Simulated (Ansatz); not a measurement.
# Si3N4: the cost of one run

Computed with Ansatz 0.2.0 through its Python package. Level of theory: DFT PBE+D4, plane waves, PAW.

A COD entry behind a cell of this session may itself be a prediction, so a difference from it is no test against experiment.

## Step 1: The structure

It takes space group Fd-3m (No. 227, cubic). Conventional cell: a = 7.676 Å, b = 7.676 Å, c = 7.676 Å, α = 90.00°, β = 90.00°, γ = 90.00°. Si (site symmetry -3m) is surrounded by 6 N at 1.86 Å. Si (site symmetry -43m) is surrounded by 4 N at 1.76 Å. N (site symmetry 3m) has 4 Si at 1.76 to 1.86 Å as nearest neighbours.

No structure file is read: the coordinates are typed or built in the script.

## Step 2: The code

Input file si3n4.py:

```python
"""Relax cell and ions of Si3N4."""

from collections import defaultdict

import ansatz as az
from ase import Atoms
from ase.neighborlist import neighbor_list
import numpy as np

def edges_and_angles(cell):
    cell = np.asarray(cell)
    a, b, c = np.linalg.norm(cell, axis=1)
    cosines = cell[1] @ cell[2] / (b * c), cell[0] @ cell[2] / (a * c), cell[0] @ cell[1] / (a * b)
    return (a, b, c, *np.degrees(np.arccos(cosines)))


def main() -> None:
    atoms = Atoms(
        ["Si", "Si", "Si", "Si", "Si", "Si", "N", "N", "N", "N", "N", "N", "N", "N"],
        scaled_positions=[
            (0.625, 0.625, 0.625),
            (0.125, 0.625, 0.625),
            (0.625, 0.625, 0.125),
            (0.625, 0.125, 0.625),
            (0.0, 0.0, 0.0),
            (0.25, 0.25, 0.25),
            (0.3824, 0.3824, 0.3824),
            (0.3972, 0.8676, 0.8676),
            (0.3824, 0.3824, 0.8528),
            (0.8676, 0.3972, 0.8676),
            (0.8528, 0.3824, 0.3824),
            (0.8676, 0.8676, 0.8676),
            (0.3824, 0.8528, 0.3824),
            (0.8676, 0.8676, 0.3972),
        ],
        cell=[
            (0.0, 3.83825, 3.83825),
            (3.83825, 0.0, 3.83825),
            (3.83825, 3.83825, 0.0),
        ],
        pbc=True,
    )
    structure = az.Crystal.from_ase(atoms)

    # part of the cell is held
    base = structure.calculation()
    base = base.functional(az.Functional.PBE, dispersion="D4")
    base = base.kpoints(6, center="gamma")
    base = base.occupations(az.OccupationsMethod.FERMI_DIRAC, width=0.3).initial_density(normalization="cell")
    base = base.scf(extra_bands=12)
    base = base.relax(force_tolerance=0.05, fix_cell=["a", "angles"]).density_of_states(energy_step=0.1, method="smearing", broadening_width=0.2, projected=True)
    steps = []


    def follow(event):
        if event["event"] != "relax_step":
            return
        row = event["data"]
        steps.append(row)
        print(f"step {row['step']:3d}  E = {row['lagrangian_ev']:.5f} eV  largest force component = {row['allowed_force_max_ev_ang']:.4f} eV/A  P = {row['pressure_gpa']:.3f} GPa")


    res = base.session().plan(threads=1).execute(on_event=follow)
    report = res.report

    first, last = steps[0], steps[-1]
    symbols = [site.symbol for site in res.lattice.sites]
    print(f"energy gained {first['lagrangian_ev'] - last['lagrangian_ev']:.4f} eV in {len(steps) - 1} steps")
    for label, vectors in (("before", first["cell_ang"]), ("after", res.lattice.cell_ang)):
        print(label, "a b c (A) {:.4f} {:.4f} {:.4f}  angles {:.2f} {:.2f} {:.2f}".format(*edges_and_angles(vectors)), f" V = {abs(np.linalg.det(vectors)):.3f} A^3")
    print("final stress xx yy zz (GPa, compression positive):", np.round(np.diag(report["stress_gpa"]), 3) + 0.0)

    final = Atoms(symbols, positions=last["positions_ang"], cell=res.lattice.cell_ang, pbc=True)
    i, j, d = neighbor_list("ijd", final, 4.5)
    print("neighbours within 1.1 times the shortest distance of each atom (A)")
    for atom in range(len(final)):
        near = [m for m in np.argsort(d) if i[m] == atom]
        shell = [m for m in near if d[m] < 1.1 * d[near[0]]]
        print(f"{symbols[atom]}{atom} ({len(shell)}):", ", ".join(f"{symbols[j[m]]} {d[m]:.3f}" for m in shell))

    print("relaxed fractional positions")
    for site in res.lattice.sites:
        print(f"  {site.symbol:2s}", " ".join(f"{v % 1:8.5f}" for v in np.round(site.position_frac, 5)))

    print("atom   start x y z (A)              end x y z (A)")
    for symbol, a, b in zip(symbols, first["positions_ang"], last["positions_ang"]):
        print(f"{symbol:3s}", " ".join(f"{v:8.4f}" for v in a), "  ", " ".join(f"{v:8.4f}" for v in b))

    energy = report["free_energy_ev"]
    print("Si3N4: {:.6f} eV = {:.6f} Ry = {:.6f} Ha".format(energy, energy / 13.605693, energy / 27.211386))
    print("Fermi level {:.4f} eV, {} k-points, {} symmetry operations".format(report["fermi_energy_ev"], report["n_kpoints"], report["n_symmetry_ops"]))

    print("energy terms (eV)")
    for term, value in report["components"].items():
        if abs(value) > 1e-9:
            print(f"  {term:26s} {value:16.5f}")

    dos = res.density_of_states()
    energy = np.asarray(dos.energies_ev) - dos.fermi_ev
    projected = res.projected_density_of_states()
    by_shell = defaultdict(float)
    for site in projected.sites:
        for shell in site.shells:
            for part in shell.curves:
                by_shell[f"{site.species} {'spdf'[shell.l]}"] += np.sum(part.g_bin_mean_per_ev, axis=0)
    print("E - E_F  " + " ".join(f"{name:>7s}" for name in by_shell))
    for e in np.arange(-8, 8 + 0.1, 1.0):
        print(f"{e:7.1f}  " + " ".join(f"{np.interp(e, energy, curve):7.3f}" for curve in by_shell.values()))


if __name__ == "__main__":
    main()
```

## Step 3: The calls as engine input

The engine receives this input:

```yaml
crystal:
  lattice:
    - [0.0, 3.83825, 3.83825]
    - [3.83825, 0.0, 3.83825]
    - [3.83825, 3.83825, 0.0]
  atoms:
    - { symbol: Si, position: [0.625, 0.625, 0.625] }
    - { symbol: Si, position: [0.12499999999999996, 0.625, 0.625] }
    - { symbol: Si, position: [0.625, 0.625, 0.12499999999999996] }
    - { symbol: Si, position: [0.625, 0.12499999999999996, 0.625] }
    - { symbol: Si, position: [0.0, 0.0, 0.0] }
    - { symbol: Si, position: [0.25, 0.25, 0.25] }
    - { symbol: "N", position: [0.3824, 0.3824, 0.3824] }
    - { symbol: "N", position: [0.39720000000000005, 0.8676, 0.8676] }
    - { symbol: "N", position: [0.3824, 0.3824, 0.8528] }
    - { symbol: "N", position: [0.8676, 0.39720000000000005, 0.8676] }
    - { symbol: "N", position: [0.8528, 0.3824, 0.3824] }
    - { symbol: "N", position: [0.8676, 0.8676, 0.8676] }
    - { symbol: "N", position: [0.3824, 0.8528, 0.3824] }
    - { symbol: "N", position: [0.8676, 0.8676, 0.39720000000000005] }
kpoints:
  mp_grid:
    grid: [6, 6, 6]
    shift: [0.0, 0.0, 0.0]
hamiltonian:
  xc: pbe
  dispersion: d4
scf:
  n_extra_bands: 12
  occupations:
    method: fermi_dirac
    width: 0.3
  initial_density:
    normalization: cell
relax:
  f_tol: 0.05
  cell:
    fix: [a, angles]
output:
  dos:
    de: 0.1
    method:
      smearing:
        sigma: 0.2
    projected: true
```

## Step 4: Running it

Launch:

```bash
> python si3n4.py
```

What time and memory should one allow on 1 thread of Arm Neoverse V2, shared host?

About 2.1 min, with a peak of 0.63 GiB.
